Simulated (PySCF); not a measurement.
# A gas-phase reaction: H5NO2Si + H2 → H4O2Si + H3N

Wanted: the reaction energy for `N[SiH](O)O` + `[H][H]` → `O[SiH2]O` + `N`.

Computed with PySCF 2.14.0; each step states its level. No surroundings beyond the atoms listed, unless a continuum is named. Atoms count from 0, parts from 1.

### Step 1. Starting point

Each species was relaxed by itself at PBE0-D3(BJ)/def2-SVPD.

### Step 2. Reaction energy: wB97M-D3(BJ)/def2-TZVPD

The job: settings as JSON, then the geometry in Å.

```
{"job": {"kind": "react", "xc": "wB97M-D3(BJ)", "basis": "def2-TZVPD"}, "charge": 0, "multiplicity": 1}
-1 H5NO2Si charge 0 multiplicity 1
N      1.028970     0.318240     0.948640
Si    -0.157190     0.249380    -0.284130
O     -1.534110    -0.566180     0.196160
O      0.341690    -0.623010    -1.609760
H      1.586800     1.150690     1.076840
H      1.480520    -0.505640     1.322000
H     -0.449150     1.662090    -0.642840
H     -1.945150    -0.289680     1.017430
H     -0.331050    -1.154870    -2.041670

-1 H2 charge 0 multiplicity 1
H      0.380190    -0.006350    -0.006570
H     -0.380190     0.006350     0.006570

+1 H4O2Si charge 0 multiplicity 1
O      0.711200    -0.526290     1.227720
Si     0.364860     0.112520    -0.273680
O     -1.019890     1.041800    -0.311610
H      0.256650    -1.320270     1.515250
H      1.474850     1.042710    -0.571270
H      0.224180    -1.003310    -1.256360
H     -1.871060     0.609750    -0.404370

+1 H3N charge 0 multiplicity 1
N      0.007090     0.005710     0.284440
H     -0.485140    -0.808970    -0.070380
H     -0.454790     0.824730    -0.099960
H      0.944930    -0.018760    -0.105090
```

Level: wB97M-D3(BJ)/def2-TZVPD reaction energy of separated species, gas phase.

The run is started by

```bash
OMP_NUM_THREADS=1 python cluster_run.py task.json out
```

This one command runs all jobs of the session in turn.

What it wrote:

```text
species 1 (H5NO2Si)
coarse grid: 34256 points
cycle   1  E = -497.8689084076  dE =  3.483e-01  |g| = 9.284e-01  |ddm| = 2.155e+00
cycle   2  E = -497.8591784098  dE =  9.730e-03  |g| = 1.020e+00  |ddm| = 1.136e+00
cycle   3  E = -498.0283348330  dE = -1.692e-01  |g| = 5.396e-02  |ddm| = 5.613e-01
cycle   4  E = -498.0288488348  dE = -5.140e-04  |g| = 2.956e-02  |ddm| = 5.956e-02
cycle   5  E = -498.0290240426  dE = -1.752e-04  |g| = 8.446e-03  |ddm| = 2.311e-02
cycle   6  E = -498.0290407323  dE = -1.669e-05  |g| = 8.389e-04  |ddm| = 8.285e-03
cycle   7  E = -498.0290411975  dE = -4.652e-07  |g| = 3.141e-04  |ddm| = 2.619e-03
final grid: 72200 points
cycle   8  E = -498.0290023288  dE = -1.729e-07  |g| = 3.021e-04  |ddm| = 3.300e-03
cycle   9  E = -498.0290023346  dE = -5.770e-09  |g| = 3.164e-04  |ddm| = 5.693e-04
cycle  10  E = -498.0290023515  dE = -1.691e-08  |g| = 3.150e-05  |ddm| = 1.613e-04
cycle  11  E = -498.0290023521  dE = -5.512e-10  |g| = 1.599e-05  |ddm| = 9.866e-05
converged SCF energy = -498.0290023521

species 2 (H2)
coarse grid: 4944 points
cycle   1  E = -1.1694185358  dE = -2.751e-01  |g| = 9.865e-03  |ddm| = 4.504e-01
cycle   2  E = -1.1694527797  dE = -3.424e-05  |g| = 1.161e-03  |ddm| = 9.676e-03
cycle   3  E = -1.1694534619  dE = -6.822e-07  |g| = 1.815e-04  |ddm| = 1.918e-03
final grid: 10744 points
cycle   4  E = -1.1694520919  dE = -2.407e-08  |g| = 4.114e-05  |ddm| = 3.870e-04
cycle   5  E = -1.1694520932  dE = -1.270e-09  |g| = 9.628e-06  |ddm| = 9.175e-05
cycle   6  E = -1.1694520932  dE = -7.528e-11  |g| = 3.020e-07  |ddm| = 2.872e-05
converged SCF energy = -1.1694520932

species 3 (H4O2Si)
coarse grid: 26664 points
cycle   1  E = -442.4405945170  dE =  1.403e-01  |g| = 8.965e-01  |ddm| = 1.856e+00
cycle   2  E = -442.4109643864  dE =  2.963e-02  |g| = 1.034e+00  |ddm| = 9.815e-01
cycle   3  E = -442.5868680809  dE = -1.759e-01  |g| = 3.755e-02  |ddm| = 4.943e-01
cycle   4  E = -442.5872110896  dE = -3.430e-04  |g| = 9.849e-03  |ddm| = 5.018e-02
cycle   5  E = -442.5872385455  dE = -2.746e-05  |g| = 1.465e-03  |ddm| = 1.435e-02
cycle   6  E = -442.5872394629  dE = -9.174e-07  |g| = 3.574e-04  |ddm| = 3.738e-03
final grid: 55832 points
cycle   7  E = -442.5872089131  dE = -9.706e-08  |g| = 1.895e-04  |ddm| = 1.927e-03
cycle   8  E = -442.5872089199  dE = -6.797e-09  |g| = 1.227e-04  |ddm| = 3.928e-04
cycle   9  E = -442.5872089221  dE = -2.206e-09  |g| = 3.685e-05  |ddm| = 8.735e-05
cycle  10  E = -442.5872089224  dE = -3.088e-10  |g| = 1.321e-05  |ddm| = 4.146e-05
converged SCF energy = -442.5872089224

species 4 (H3N)
coarse grid: 12536 points
cycle   1  E = -56.5694050052  dE = -1.294e-01  |g| = 3.024e-01  |ddm| = 1.089e+00
cycle   2  E = -56.5779592796  dE = -8.554e-03  |g| = 2.716e-01  |ddm| = 2.677e-01
cycle   3  E = -56.5918818241  dE = -1.392e-02  |g| = 2.125e-02  |ddm| = 1.115e-01
cycle   4  E = -56.5919874650  dE = -1.056e-04  |g| = 5.195e-03  |ddm| = 1.730e-02
cycle   5  E = -56.5919986060  dE = -1.114e-05  |g| = 7.323e-04  |ddm| = 8.727e-03
cycle   6  E = -56.5919990213  dE = -4.153e-07  |g| = 1.111e-04  |ddm| = 3.178e-03
final grid: 27112 points
cycle   7  E = -56.5919832701  dE = -1.487e-08  |g| = 6.532e-05  |ddm| = 5.962e-04
cycle   8  E = -56.5919832719  dE = -1.869e-09  |g| = 5.375e-05  |ddm| = 1.876e-04
cycle   9  E = -56.5919832726  dE = -6.774e-10  |g| = 1.170e-05  |ddm| = 4.286e-05
converged SCF energy = -56.5919832726

Reaction energy = 13.011 kcal/mol
```

Run time: 31 s. Hardware: 1 thread of Arm Neoverse N1, shared host; peak memory 0.71 GiB.

Species by species (with the dispersion term, which the log's SCF energies lack):

| ν | species | energy (Eh) | HOMO (eV) |
| --- | --- | --- | --- |
| -1 | N[SiH](O)O | -498.03697 | -10.33 |
| -1 | [H][H] | -1.16967 | -14.48 |
| +1 | O[SiH2]O | -442.59233 | -11.37 |
| +1 | N | -56.59357 | -10.26 |

### Step 3. Reaction energy: PBE0-D3(BJ)/def2-TZVPD

The job, as its differences from that of step 2:

```diff
@@ -1,2 +1,2 @@
-{"job": {"kind": "react", "xc": "wB97M-D3(BJ)", "basis": "def2-TZVPD"}, "charge": 0, "multiplicity": 1}
+{"job": {"kind": "react", "xc": "PBE0", "basis": "def2-TZVPD", "disp": "d3bj"}, "charge": 0, "multiplicity": 1}
 -1 H5NO2Si charge 0 multiplicity 1
```

Method: PBE0-D3(BJ)/def2-TZVPD reaction energy of separated species, gas phase.

What it wrote:

```text
species 1 (H5NO2Si)
coarse grid: 7960 points
cycle   1  E = -497.4160465062  dE =  3.943e-01  |g| = 1.021e+00  |ddm| = 2.243e+00
cycle   2  E = -497.1465039147  dE =  2.695e-01  |g| = 1.578e+00  |ddm| = 1.552e+00
cycle   3  E = -497.5998642416  dE = -4.534e-01  |g| = 9.517e-02  |ddm| = 9.896e-01
cycle   4  E = -497.6009059718  dE = -1.042e-03  |g| = 6.175e-02  |ddm| = 7.836e-02
cycle   5  E = -497.6016530969  dE = -7.471e-04  |g| = 7.807e-03  |ddm| = 3.470e-02
cycle   6  E = -497.6016653074  dE = -1.221e-05  |g| = 1.154e-03  |ddm| = 5.337e-03
cycle   7  E = -497.6016655539  dE = -2.465e-07  |g| = 5.456e-04  |ddm| = 1.230e-03
final grid: 72200 points
cycle   8  E = -497.5964869070  dE = -3.029e-05  |g| = 7.443e-03  |ddm| = 3.960e-02
cycle   9  E = -497.5964732346  dE =  1.367e-05  |g| = 1.122e-02  |ddm| = 8.837e-03
cycle  10  E = -497.5964967935  dE = -2.356e-05  |g| = 4.287e-04  |ddm| = 5.640e-03
cycle  11  E = -497.5964968145  dE = -2.105e-08  |g| = 2.551e-04  |ddm| = 3.574e-04
cycle  12  E = -497.5964968263  dE = -1.180e-08  |g| = 4.506e-05  |ddm| = 1.548e-04
cycle  13  E = -497.5964968267  dE = -3.902e-10  |g| = 7.823e-06  |ddm| = 3.277e-05
converged SCF energy = -497.5964968267

species 2 (H2)
coarse grid: 1240 points
cycle   1  E = -1.1670614112  dE = -2.327e-01  |g| = 2.266e-02  |ddm| = 4.588e-01
cycle   2  E = -1.1672488556  dE = -1.874e-04  |g| = 3.233e-03  |ddm| = 1.896e-02
cycle   3  E = -1.1672533117  dE = -4.456e-06  |g| = 9.769e-05  |ddm| = 2.761e-03
final grid: 10744 points
cycle   4  E = -1.1681371880  dE = -1.930e-06  |g| = 2.741e-04  |ddm| = 1.572e-03
cycle   5  E = -1.1681372163  dE = -2.828e-08  |g| = 3.989e-05  |ddm| = 2.445e-04
cycle   6  E = -1.1681372169  dE = -6.317e-10  |g| = 1.263e-06  |ddm| = 3.104e-05
converged SCF energy = -1.1681372169

species 3 (H4O2Si)
coarse grid: 6280 points
cycle   1  E = -442.0681643978  dE =  2.157e-01  |g| = 9.697e-01  |ddm| = 1.917e+00
cycle   2  E = -441.7660135373  dE =  3.022e-01  |g| = 1.594e+00  |ddm| = 1.311e+00
cycle   3  E = -442.2317178010  dE = -4.657e-01  |g| = 6.048e-02  |ddm| = 8.461e-01
cycle   4  E = -442.2325026502  dE = -7.848e-04  |g| = 1.272e-02  |ddm| = 4.940e-02
cycle   5  E = -442.2325341519  dE = -3.150e-05  |g| = 2.050e-03  |ddm| = 9.794e-03
cycle   6  E = -442.2325350904  dE = -9.385e-07  |g| = 6.828e-04  |ddm| = 2.202e-03
final grid: 55832 points
cycle   7  E = -442.2311546112  dE = -2.422e-05  |g| = 4.922e-03  |ddm| = 2.606e-02
cycle   8  E = -442.2311495695  dE =  5.042e-06  |g| = 7.237e-03  |ddm| = 5.933e-03
cycle   9  E = -442.2311583216  dE = -8.752e-06  |g| = 3.368e-04  |ddm| = 3.603e-03
cycle  10  E = -442.2311583409  dE = -1.934e-08  |g| = 7.675e-05  |ddm| = 2.234e-04
cycle  11  E = -442.2311583419  dE = -9.894e-10  |g| = 3.935e-05  |ddm| = 7.032e-05
cycle  12  E = -442.2311583422  dE = -2.376e-10  |g| = 1.171e-05  |ddm| = 2.384e-05
converged SCF energy = -442.2311583422

species 4 (H3N)
coarse grid: 2928 points
cycle   1  E = -56.4891612771  dE = -9.640e-02  |g| = 3.706e-01  |ddm| = 1.102e+00
cycle   2  E = -56.4627368977  dE =  2.642e-02  |g| = 5.179e-01  |ddm| = 4.446e-01
cycle   3  E = -56.5198332679  dE = -5.710e-02  |g| = 1.578e-02  |ddm| = 2.492e-01
cycle   4  E = -56.5198819451  dE = -4.868e-05  |g| = 3.352e-03  |ddm| = 8.668e-03
cycle   5  E = -56.5198841149  dE = -2.170e-06  |g| = 3.226e-04  |ddm| = 2.232e-03
final grid: 27112 points
cycle   6  E = -56.5150241691  dE = -1.187e-05  |g| = 5.558e-03  |ddm| = 1.645e-02
cycle   7  E = -56.5150187940  dE =  5.375e-06  |g| = 7.611e-03  |ddm| = 6.152e-03
cycle   8  E = -56.5150303319  dE = -1.154e-05  |g| = 1.258e-04  |ddm| = 3.421e-03
cycle   9  E = -56.5150303355  dE = -3.514e-09  |g| = 3.243e-05  |ddm| = 1.084e-04
cycle  10  E = -56.5150303357  dE = -2.712e-10  |g| = 3.585e-06  |ddm| = 2.323e-05
converged SCF energy = -56.5150303357

Reaction energy = 12.350 kcal/mol
```

Run time: 16 s. Hardware: 1 thread of Arm Neoverse N1, shared host; peak memory 0.6 GiB.

Reaction energy at this level: 12.35 kcal/mol.

### Step 4. Side by side

Energies in kcal/mol, with wall time:

| run | reaction | time |
| --- | --- | --- |
| wB97M-D3(BJ)/def2-TZVPD | 13.01 | 31 s |
| PBE0-D3(BJ)/def2-TZVPD | 12.35 | 16 s |

### Step 5. What came out

```
                                                quantity                    value
               reaction energy (wB97M-D3(BJ)/def2-TZVPD)           13.01 kcal/mol
                     ΔH, ΔG at 298 K (xTB thermal terms)    +16.6, +14.4 kcal/mol
range of the reaction energy over the runs of this table  12.35 to 13.01 kcal/mol
```

**Reading.** The reaction is endothermic by 16.6 kcal/mol in the gas phase; dispersion gives +0.92, and xTB itself gave 0.32 for the electronic energy (xTB energies and thermal terms come from the earlier relaxation of each species, not shown). No barrier was sought. xTB and this level differ widely in the electronic energy, so what comes from xTB (the thermal terms above all) is less safe here. The reaction energy runs from 12.35 (PBE0-D3(BJ)/def2-TZVPD) to 13.01 kcal/mol (wB97M-D3(BJ)/def2-TZVPD).
